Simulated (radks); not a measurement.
# Ar³⁺ in [Ne] 3s2 3p2.75 4s0.25: an all-electron calculation

An exercise on one series of results from a longer session: the logs are not shown, and one member is left open.

Program: radks (a radial shooting solver on a logarithmic mesh, Libxc functionals) version 1. Level of theory: non-relativistic Kohn-Sham, exchange-only B88, spin-polarised, spherical densities, point nucleus; open shells are filled with parallel spins first. These are calculated values, not measurements, unless marked.

## Starting point

```
element       : argon (Z = 18)
charge        : +3
electrons     : 15
configuration : [Ne] 3s2 3p2.75 4s0.25
```

The first run:

Settings of this run:

```text
Z 18
configuration [Ne] 3s2 3p2.75 4s0.25 3d0 4p0
relativity non-relativistic
functional b88,
spin polarised
nucleus point
```

Command:

```bash
> python run_ks.py task.json out
```

All runs below come from this command, one after another.

Among the steps run: Self-consistent calculation.

One table of the session follows, with a row left open; its other results are not shown here.

It belongs to the step «Shells». From the orbitals of this run (lengths in bohr):

| level | <r> | outermost maximum (interpolated) | 90 % within | nodes |
| --- | --- | --- | --- | --- |
| 1s up | 0.08620 | 0.0565 | 0.154 | 0 |
| 1s down | 0.08618 | 0.0565 | 0.154 | 0 |
| 2s up | 0.4160 | 0.340 | 0.649 | 1 |
| 2s down | 0.4155 | 0.340 | 0.648 | 1 |
| 2p up | 0.3765 | 0.281 | 0.623 | 0 |
| 2p down | 0.3761 | 0.281 | 0.622 | 0 |
| 3s up | 1.286 | 1.13 | 1.90 | 2 |
| 3s down | 1.297 | 1.13 | 1.93 | 2 |
| 3p up | 1.380 | 1.19 | 2.09 | 1 |
| 3p down | ? | ? | ? | ? |
| 3d up | 1.628 | 1.29 | 2.60 | 0 |
| 3d down | 1.716 | 1.32 | 2.78 | 0 |
| 4s up | 3.101 | 2.89 | 4.44 | 3 |
| 4p up | 3.465 | 3.23 | 4.99 | 2 |

Q: Estimate the row for 3p down from the others.

The run gave: <r>: 1.404; outermost maximum (interpolated): 1.19; 90 % within: 2.14; nodes: 1. In the column «<r>» it lies between 3p up (1.380) and 3d up (1.628).
